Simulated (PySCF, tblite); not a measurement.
# C6H5F2NO: a rotation path, then NMR shifts on frames, part 2 of 2

tblite 0.8.0 and PySCF 2.14.0. Atoms count from 0. The steps go on from the part before.

## Step 5: Shielding tensors: image 5, PBE0/pcSseg-1

The job: settings as JSON, then the geometry in Å.

```
{"job": {"kind": "nmr", "xc": "PBE0", "basis": "pcSseg-1", "pop": false}, "charge": 0, "multiplicity": 1}
F      3.600000    -0.182800    -0.534800
C      2.676300     0.222300     0.372300
F      2.421300     1.499000     0.077900
O      1.625500    -0.638200     0.312800
C      0.322500    -0.272500     0.076400
C     -0.586400    -1.323300    -0.062300
C     -1.913700    -0.995200    -0.249200
C     -2.281900     0.345200    -0.298800
C     -1.293300     1.297900    -0.147600
N     -0.018400     0.994800     0.044000
H      3.154400     0.180600     1.370000
H     -0.237900    -2.341100    -0.013700
H     -2.656100    -1.772400    -0.352800
H     -3.309100     0.636400    -0.445700
H     -1.507600     2.357200    -0.170600
```

With the program's defaults for keys left out, this is: GIAO PBE0/pcSseg-1 NMR shielding, non-relativistic, gas phase.

Log:

```text
coarse grid: 13936 points
cycle   1  E = -560.4216424434  dE =  2.020e+00  |g| = 8.879e-01  |ddm| = 3.717e+00
cycle   2  E = -560.3180509654  dE =  1.036e-01  |g| = 1.222e+00  |ddm| = 1.179e+00
cycle   3  E = -560.5605706762  dE = -2.425e-01  |g| = 8.184e-02  |ddm| = 6.701e-01
cycle   4  E = -560.5611635677  dE = -5.929e-04  |g| = 6.184e-02  |ddm| = 1.151e-01
cycle   5  E = -560.5619526304  dE = -7.891e-04  |g| = 1.202e-02  |ddm| = 5.379e-02
cycle   6  E = -560.5619835789  dE = -3.095e-05  |g| = 4.232e-03  |ddm| = 1.337e-02
cycle   7  E = -560.5619876017  dE = -4.023e-06  |g| = 8.654e-04  |ddm| = 3.664e-03
final grid: 139520 points
cycle   8  E = -560.6424397345  dE = -4.602e-05  |g| = 1.073e-02  |ddm| = 3.553e-02
cycle   9  E = -560.6424152927  dE =  2.444e-05  |g| = 1.591e-02  |ddm| = 1.713e-02
cycle  10  E = -560.6424610614  dE = -4.577e-05  |g| = 1.797e-03  |ddm| = 1.041e-02
cycle  11  E = -560.6424617588  dE = -6.974e-07  |g| = 4.598e-04  |ddm| = 1.732e-03
cycle  12  E = -560.6424617961  dE = -3.728e-08  |g| = 1.530e-04  |ddm| = 4.548e-04
cycle  13  E = -560.6424618011  dE = -4.981e-09  |g| = 4.848e-05  |ddm| = 1.646e-04
cycle  14  E = -560.6424618016  dE = -5.061e-10  |g| = 1.814e-05  |ddm| = 5.031e-05
converged SCF energy = -560.6424618016

GIAO shielding tensors (ppm)
atom      isotropic    diamagn.    paramagn.     s11        s22        s33       span
  0 F      250.678     468.339    -217.661    154.851    256.810    340.374    185.523
  1 C       63.222     229.371    -166.149     47.063     67.986     74.619     27.556
  2 F      273.028     472.990    -199.963    198.666    304.713    315.705    117.039
  3 O      156.155     400.842    -244.687    102.833    170.818    194.814     91.981
  4 C       19.299     251.785    -232.485    -76.455     46.007     88.346    164.802
  5 C       70.749     254.117    -183.369    -18.208     60.981    169.474    187.682
  6 C       41.912     252.270    -210.358    -72.231     18.985    178.981    251.212
  7 C       63.232     257.853    -194.621    -47.186     56.500    180.383    227.569
  8 C       33.101     249.261    -216.160    -71.503     25.911    144.895    216.398
  9 N      -49.272     335.369    -384.642   -316.936   -104.881    274.000    590.935
 10 H       24.575      25.027      -0.453     21.808     22.579     29.337      7.529
 11 H       24.752      31.347      -6.595     20.935     24.787     28.533      7.598
 12 H       23.756      29.837      -6.080     20.798     23.765     26.706      5.908
 13 H       24.577      30.206      -5.629     22.177     24.538     27.015      4.839
 14 H       23.118      30.077      -6.959     18.674     24.144     26.535      7.861
```

Run time: 70 s. Hardware: 1 thread of Intel Xeon at 2.50GHz, shared host; peak memory 0.87 GiB.

This run: δ C4 167.6, C8 153.8, C6 145.0, C1 123.7, H14 8.60, H12 7.96 ppm.

## Step 6: NMR shieldings: image 6, PBE0/pcSseg-1

The job: settings as JSON, then the geometry in Å.

```
{"job": {"kind": "nmr", "xc": "PBE0", "basis": "pcSseg-1", "pop": false}, "charge": 0, "multiplicity": 1}
F      3.325400     0.084700    -0.779900
C      2.668100     0.212500     0.403100
F      2.393400     1.515900     0.523200
O      1.612500    -0.629900     0.452100
C      0.325900    -0.277000     0.095900
C     -0.587100    -1.326200    -0.011800
C     -1.910200    -0.996700    -0.229200
C     -2.267300     0.342500    -0.340100
C     -1.267500     1.292500    -0.254100
N      0.002600     0.987800    -0.038600
H      3.371200    -0.068300     1.207600
H     -0.248800    -2.343800     0.086600
H     -2.657900    -1.772200    -0.304900
H     -3.293900     0.635800    -0.488000
H     -1.471000     2.350300    -0.343800
```

Level: GIAO PBE0/pcSseg-1 NMR shielding, non-relativistic, gas phase.

Log:

```text
coarse grid: 13936 points
cycle   1  E = -560.4247769942  dE =  2.013e+00  |g| = 8.846e-01  |ddm| = 3.714e+00
cycle   2  E = -560.3241522349  dE =  1.006e-01  |g| = 1.212e+00  |ddm| = 1.152e+00
cycle   3  E = -560.5623139553  dE = -2.382e-01  |g| = 8.125e-02  |ddm| = 6.499e-01
cycle   4  E = -560.5628841637  dE = -5.702e-04  |g| = 6.249e-02  |ddm| = 1.152e-01
cycle   5  E = -560.5637039086  dE = -8.197e-04  |g| = 1.132e-02  |ddm| = 5.413e-02
cycle   6  E = -560.5637309265  dE = -2.702e-05  |g| = 4.194e-03  |ddm| = 1.280e-02
cycle   7  E = -560.5637348402  dE = -3.914e-06  |g| = 8.808e-04  |ddm| = 3.590e-03
final grid: 139520 points
cycle   8  E = -560.6446093042  dE = -4.479e-05  |g| = 1.087e-02  |ddm| = 3.542e-02
cycle   9  E = -560.6445847894  dE =  2.451e-05  |g| = 1.601e-02  |ddm| = 1.732e-02
cycle  10  E = -560.6446311985  dE = -4.641e-05  |g| = 1.844e-03  |ddm| = 1.054e-02
cycle  11  E = -560.6446319362  dE = -7.377e-07  |g| = 4.594e-04  |ddm| = 1.764e-03
cycle  12  E = -560.6446319738  dE = -3.752e-08  |g| = 1.535e-04  |ddm| = 4.635e-04
cycle  13  E = -560.6446319788  dE = -5.028e-09  |g| = 4.916e-05  |ddm| = 1.659e-04
cycle  14  E = -560.6446319793  dE = -5.120e-10  |g| = 1.816e-05  |ddm| = 5.022e-05
converged SCF energy = -560.6446319793

GIAO shielding tensors (ppm)
atom      isotropic    diamagn.    paramagn.     s11        s22        s33       span
  0 F      254.101     470.442    -216.341    154.071    263.806    344.426    190.355
  1 C       64.025     228.132    -164.106     48.252     69.381     74.444     26.192
  2 F      274.859     473.123    -198.264    194.903    310.404    319.271    124.367
  3 O      154.648     400.409    -245.761     87.696    177.715    198.535    110.839
  4 C       18.633     251.952    -233.319    -77.207     45.276     87.830    165.037
  5 C       70.368     254.017    -183.649    -19.277     60.319    170.062    189.339
  6 C       42.006     252.323    -210.316    -71.942     18.907    179.055    250.996
  7 C       62.673     257.897    -195.225    -47.969     55.521    180.465    228.434
  8 C       33.000     249.293    -216.293    -71.585     25.487    145.097    216.681
  9 N      -53.376     335.331    -388.706   -323.713   -108.420    272.007    595.720
 10 H       24.737      24.464       0.273     21.514     22.754     29.945      8.431
 11 H       24.716      31.292      -6.575     20.923     24.748     28.478      7.555
 12 H       23.742      29.825      -6.083     20.750     23.780     26.698      5.948
 13 H       24.531      30.206      -5.675     22.100     24.484     27.009      4.909
 14 H       23.074      30.096      -7.022     18.617     24.085     26.520      7.903
```

Run time: 74 s. Hardware: 1 thread of Intel Xeon at 2.50GHz, shared host; peak memory 0.85 GiB.

In short: δ C4 168.3, C8 153.9, C6 144.9, C7 124.3, H14 8.64, H12 7.97 ppm.

## Step 7: Nuclear shieldings: image 8, PBE0/pcSseg-1

The job: settings as JSON, then the geometry in Å.

```
{"job": {"kind": "nmr", "xc": "PBE0", "basis": "pcSseg-1", "pop": false}, "charge": 0, "multiplicity": 1}
F      2.759900     0.828000    -0.794900
C      2.616900     0.226600     0.404200
F      2.403000     1.215200     1.296500
O      1.648000    -0.711000     0.412200
C      0.347300    -0.338600     0.119700
C     -0.612500    -1.347900     0.135200
C     -1.914400    -0.985300    -0.150200
C     -2.201400     0.344000    -0.438100
C     -1.161700     1.255300    -0.425600
N      0.089300     0.919600    -0.150500
H      3.568300    -0.270400     0.658900
H     -0.327800    -2.360800     0.364800
H     -2.696800    -1.729700    -0.148500
H     -3.207000     0.659600    -0.665400
H     -1.315500     2.303400    -0.640000
```

Method: GIAO PBE0/pcSseg-1 NMR shielding, non-relativistic, gas phase.

Log:

```text
coarse grid: 13936 points
cycle   1  E = -560.4365291553  dE =  2.009e+00  |g| = 8.773e-01  |ddm| = 3.729e+00
cycle   2  E = -560.3391072845  dE =  9.742e-02  |g| = 1.198e+00  |ddm| = 1.103e+00
cycle   3  E = -560.5714855866  dE = -2.324e-01  |g| = 7.814e-02  |ddm| = 6.209e-01
cycle   4  E = -560.5719976439  dE = -5.121e-04  |g| = 6.144e-02  |ddm| = 1.161e-01
cycle   5  E = -560.5728140666  dE = -8.164e-04  |g| = 1.086e-02  |ddm| = 5.411e-02
cycle   6  E = -560.5728391376  dE = -2.507e-05  |g| = 4.019e-03  |ddm| = 1.241e-02
cycle   7  E = -560.5728428000  dE = -3.662e-06  |g| = 8.217e-04  |ddm| = 3.500e-03
final grid: 139520 points
cycle   8  E = -560.6530438781  dE = -4.219e-05  |g| = 1.060e-02  |ddm| = 3.712e-02
cycle   9  E = -560.6530215755  dE =  2.230e-05  |g| = 1.547e-02  |ddm| = 1.688e-02
cycle  10  E = -560.6530648300  dE = -4.325e-05  |g| = 1.779e-03  |ddm| = 1.004e-02
cycle  11  E = -560.6530655099  dE = -6.799e-07  |g| = 4.470e-04  |ddm| = 1.675e-03
cycle  12  E = -560.6530655453  dE = -3.535e-08  |g| = 1.566e-04  |ddm| = 4.516e-04
cycle  13  E = -560.6530655506  dE = -5.294e-09  |g| = 4.987e-05  |ddm| = 1.711e-04
cycle  14  E = -560.6530655511  dE = -5.227e-10  |g| = 1.715e-05  |ddm| = 4.883e-05
converged SCF energy = -560.6530655511

GIAO shielding tensors (ppm)
atom      isotropic    diamagn.    paramagn.     s11        s22        s33       span
  0 F      271.728     473.186    -201.458    173.242    299.128    342.814    169.572
  1 C       65.223     228.707    -163.484     50.235     70.656     74.779     24.544
  2 F      271.570     473.186    -201.616    173.390    299.241    342.078    168.689
  3 O      145.459     399.916    -254.456     68.924    182.975    184.478    115.554
  4 C       20.093     253.788    -233.695    -76.955     44.380     92.854    169.808
  5 C       70.537     253.480    -182.943    -19.432     59.862    171.181    190.613
  6 C       41.859     252.364    -210.505    -72.167     18.510    179.234    251.401
  7 C       62.563     257.981    -195.418    -47.993     55.324    180.357    228.349
  8 C       33.200     249.419    -216.218    -70.835     24.734    145.702    216.537
  9 N      -53.348     335.660    -389.008   -318.673   -113.285    271.914    590.586
 10 H       24.828      23.992       0.836     21.360     22.794     30.329      8.969
 11 H       24.644      31.117      -6.473     20.760     24.822     28.350      7.590
 12 H       23.692      29.820      -6.129     20.659     23.768     26.648      5.989
 13 H       24.478      30.300      -5.822     21.969     24.485     26.978      5.009
 14 H       23.067      30.253      -7.186     18.646     24.038     26.518      7.872
```

Wall time 68 s (1 thread of Intel Xeon at 2.50GHz, shared host); peak memory 0.88 GiB.

This run: δ C4 166.8, C8 153.7, C6 145.1, C7 124.4, H14 8.65, H12 8.03 ppm.

## Step 8: Comparing the runs: NMR shifts

Shifts (ppm) of some atoms, chosen among heavy atoms and hydrogens apart, with basis size and wall time:

| frame | C1 | H10 | H11 | F0 | F2 | O3 | N9 | functions | time |
| --- | --- | --- | --- | --- | --- | --- | --- | --- | --- |
| image 0 | 119.4 | 8.77 | 7.11 | -109.6 | -109.9 | 192.4 | 300.0 | 195 | 85 s |
| image 2 | 121.4 | 7.85 | 7.15 | -120.1 | -97.1 | 195.8 | 308.3 | 195 | 66 s |
| image 5 | 123.7 | 7.14 | 6.97 | -79.7 | -102.1 | 179.9 | 317.0 | 195 | 70 s |
| image 6 | 122.9 | 6.98 | 7.00 | -83.2 | -103.9 | 181.4 | 321.1 | 195 | 74 s |
| image 8 | 121.7 | 6.89 | 7.07 | -100.8 | -100.6 | 190.6 | 321.1 | 195 | 68 s |

## Step 9: Summary of results

What follows sums up all 2 parts.

| quantity | value |
| --- | --- |
| barrier | 0.239 eV (5.5 kcal/mol) at image 5 |
| end to end (GFN2-xTB) | 0.005 eV |
| ¹³C shifts against TMS (PBE0/pcSseg-1, image 0) | 167.4, 153.5, 146.5, 124.1, 119.4, 116.6 ppm |
| ¹H shifts against TMS (PBE0/pcSseg-1, image 0) | 8.77, 8.51, 8.07, 7.21, 7.11 ppm |
| ¹⁹F shifts against CFCl3 (PBE0/pcSseg-1, image 0) | -109.6, -109.9 ppm |
| ¹⁷O shifts against H2O (PBE0/pcSseg-1, image 0) | 192.4 ppm |
| ¹⁵N shifts against NH3 (PBE0/pcSseg-1, image 0) | 300.0 ppm |
| potential on the surface of density 0.002 e/bohr³, 1st and 99th percentile | -0.97 V and 1.31 V |
| range of the shift of F0 | -120.1 to -79.7 ppm |

In words: Along the band the dihedral turns by 178°, and the top (dihedral 236°) lies 5.5 kcal/mol above the start (GFN2-xTB, rough), so at room temperature this motion is fast. Ends this close can change order at a higher level. The top was not checked by a frequency run. Shifts at one fixed geometry are not the observed spectrum, which averages over the motion. In the first frame run (image 0): Shielding is most anisotropic at N9 (span 557 ppm, paramagnetic term -368 ppm). NICS(1)zz of -26 ppm above the planar ring from C4 marks a diatropic (aromatic) ring current. By nearest atom (PBE0/pcSseg-1), the HOMO sits on C5, C7 about 20 % each; O3 15 % and the LUMO on C6 24 %; N9 20 %. In ppm, F0 moves most: its shift spreads over 40.4 ppm, from -120.1 (image 2) to -79.7 (image 5).
